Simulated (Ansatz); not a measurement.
# SnO3: the cost of one run

Method: DFT PBE, scalar-relativistic, plane waves, PAW, unless a step names another level, in Ansatz 0.2.0.

3 further runs of the same task are left out: 2 that didn't finish, 1 set aside as unsound or not needed. Runs told in other sessions of the task aren't counted.

## (1) The starting structure

Symmetry: P2_1/m, No. 11, monoclinic system. Conventional cell: a = 4.254 Å, b = 3.166 Å, c = 7.824 Å, α = 90.00°, β = 96.81°, γ = 90.00°. Sn (site symmetry m) has 8 O at 2.14 to 2.30 Å in its first shell of neighbours. O (site symmetry m) has 1 O at 1.60 Å and 2 Sn at 2.16 Å in its first shell of neighbours. O (site symmetry m) has 4 Sn at 2.14 to 2.30 Å in its first shell of neighbours.

Coordinates:

```
CELL_PARAMETERS angstrom
4.25426 0.00000 0.01220
0.00000 3.16597 0.00000
-0.94951 0.00000 7.76642
ATOMIC_POSITIONS crystal
Sn 0.28283 0.25000 0.64983
Sn 0.71717 0.75000 0.35017
O 0.50537 0.75000 0.80886
O 0.12912 0.75000 0.80815
O 0.24225 0.75000 0.46357
O 0.49463 0.25000 0.19114
O 0.87088 0.25000 0.19185
O 0.75775 0.25000 0.53643
```

It came out lowest among 34 distinct ends of the trial cells. At a tolerance of 0.02 Å it has space group P2_1/m (No. 11).

## (2) Tight relaxation for the response runs, on the response runs' mesh and smearing

input.yaml

```yaml
crystal:
  lattice:
    - [4.2542555182, 0.0, 0.0121968483]
    - [0.0, 3.1659651446, 0.0]
    - [-0.9495138087, 0.0, 7.7664244888]
  atoms:
    - { symbol: Sn, position: [0.2828296558, 0.25, 0.6498280012] }
    - { symbol: Sn, position: [0.7171703442, 0.75, 0.3501719988] }
    - { symbol: O, position: [0.5053749613, 0.75, 0.8088589701] }
    - { symbol: O, position: [0.1291208392, 0.75, 0.8081504852] }
    - { symbol: O, position: [0.2422455134, 0.75, 0.4635690573] }
    - { symbol: O, position: [0.4946250387, 0.25, 0.1911410299] }
    - { symbol: O, position: [0.8708791608, 0.25, 0.1918495148] }
    - { symbol: O, position: [0.7577544866, 0.25, 0.5364309427] }
basis:
  ecutwfc: 420
kpoints:
  mp_grid: { grid: [6, 8, 4] }
hamiltonian:
  xc: pbe
scf:
  occupations: { method: fixed }
output:
  forces: true
  stress: true
  eigenvalues: true
  write_density: true
  write_potential: true
  elf: true
  volumetric_format: npy
relax:
  adjacent_minimum: "off"
  f_tol: 0.001
  max_steps: 60
  cell: { stress_tol: 0.01 }
```

Launch:

```console
$ ansatz run input.yaml --threads 3 --pin off --max-ram 7680MiB --backend cpu --events-out ev --progress --plain --runs-dir out
```

**Question.** How long does this run take on 3 threads of Intel Xeon 6975P-C (Granite Rapids), shared host, and how much memory does it need?

About 57 s, with a peak of 0.61 GiB.
